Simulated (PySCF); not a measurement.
# Solver options tried on Te³⁺

Do solver options change the result for Te³⁺, or only the number of cycles?

Method: each script names its method and basis; program: PySCF 2.14.0.

2 further runs of the same task are left out: 2 for a known fault of the program.

### Step 1. The atom

Te³⁺: 1 atom, charge 3, spin multiplicity 2.

### Step 2. Base script

Input file input.py:

```python
from pyscf import gto, scf
from pyscf.prop.polarizability import uhf as pol

mol = gto.M(
    atom='Te 0 0 0',
    basis='jorge-dzp',
    charge=3,
    spin=1,
    verbose=4,
)
mf = scf.UHF(mol)
mf.kernel()
print('polarizability (a.u.)')
print(pol.Polarizability(mf).polarizability().round(4))
mf.dip_moment()
print('orbital energies (hartree):', [e[max(0, n-3):n+3].round(4) for e, n in zip(mf.mo_energy, mol.nelec)])
```

Launch:

```console
python input.py
```

The log of this run is left out.

It gives: E(SCF) = -6604.080529 Eh, 7 cycles, ⟨S²⟩ = 0.752, α(xx, yy, zz) = 9.2, 9.4, 9.4 bohr³.

No relativity is included for the heavy element.

### Step 3. Point-group symmetry on

Variant 1 changes point-group symmetry: off → on.

Input file input.py:

```python
from pyscf import gto, scf
from pyscf.prop.polarizability import uhf as pol

mol = gto.M(
    atom='Te 0 0 0',
    basis='jorge-dzp',
    charge=3,
    spin=1,
    symmetry=True,
    verbose=4,
)
mf = scf.UHF(mol)
mf.kernel()
print('polarizability (a.u.)')
print(pol.Polarizability(mf).polarizability().round(4))
mf.dip_moment()
print('orbital energies (hartree):', [e[max(0, n-3):n+3].round(4) for e, n in zip(mf.mo_energy, mol.nelec)])
```

Launch:

```console
python input.py
```

### Step 4. Initial guess mod_huckel

Variant 2 changes initial guess: minao → mod_huckel.

input.py: that of step 2 with these lines changed.

```diff
@@ -11,2 +11,3 @@
 mf = scf.UHF(mol)
+mf.init_guess = 'mod_huckel'
 mf.kernel()
```

### Step 5. Convergence threshold 1e-13 hartree

Variant 3 changes convergence threshold: default → 1e-13 hartree.

input.py: that of step 2 with these lines changed.

```diff
@@ -11,2 +11,3 @@
 mf = scf.UHF(mol)
+mf.conv_tol = 1e-13
 mf.kernel()
```

### Step 6. Second-order solver on

Variant 4 changes second-order solver: off → on.

input.py: that of step 2 with these lines changed.

```diff
@@ -11,2 +11,3 @@
 mf = scf.UHF(mol)
+mf = mf.newton()
 mf.kernel()
```

What does the calculation give? Wanted: for each run, E(SCF); from base; gap, α spin.

**Answer**, as computed:

```
                                run  E(SCF) (hartree)  from base (eV)   cycles  gap, α spin (eV)
                               base      -6604.080529               0        7              8.95
            point-group symmetry on      -6604.079000         +0.0416        7              8.83
           initial guess mod_huckel      -6604.080529          0.0000        7              8.95
convergence threshold 1e-13 hartree      -6604.080529          0.0000        8              8.95
             second-order solver on      -6604.080529          0.0000  2 macro              8.95
```

Distance from each run's final energy (log10 hartree) by cycle:

```
                                run  cycle 1  cycle 2  cycle 3  cycle 5  cycle 8  cycle 12
                               base     -1.3     -2.7     -3.9     -7.7     done      done
            point-group symmetry on     -1.3     -2.8     -4.0     -7.8     done      done
           initial guess mod_huckel     -2.5     -3.7     -5.0     -8.8     done      done
convergence threshold 1e-13 hartree     -1.3     -2.7     -3.9     -7.7    < -11      done
```

No change of the SCF energy comes from initial guess mod_huckel or convergence threshold 1e-13 hartree or second-order solver on. With point-group symmetry on the SCF ends in another solution, 0.04 eV higher: the path to self-consistency decides the state here.
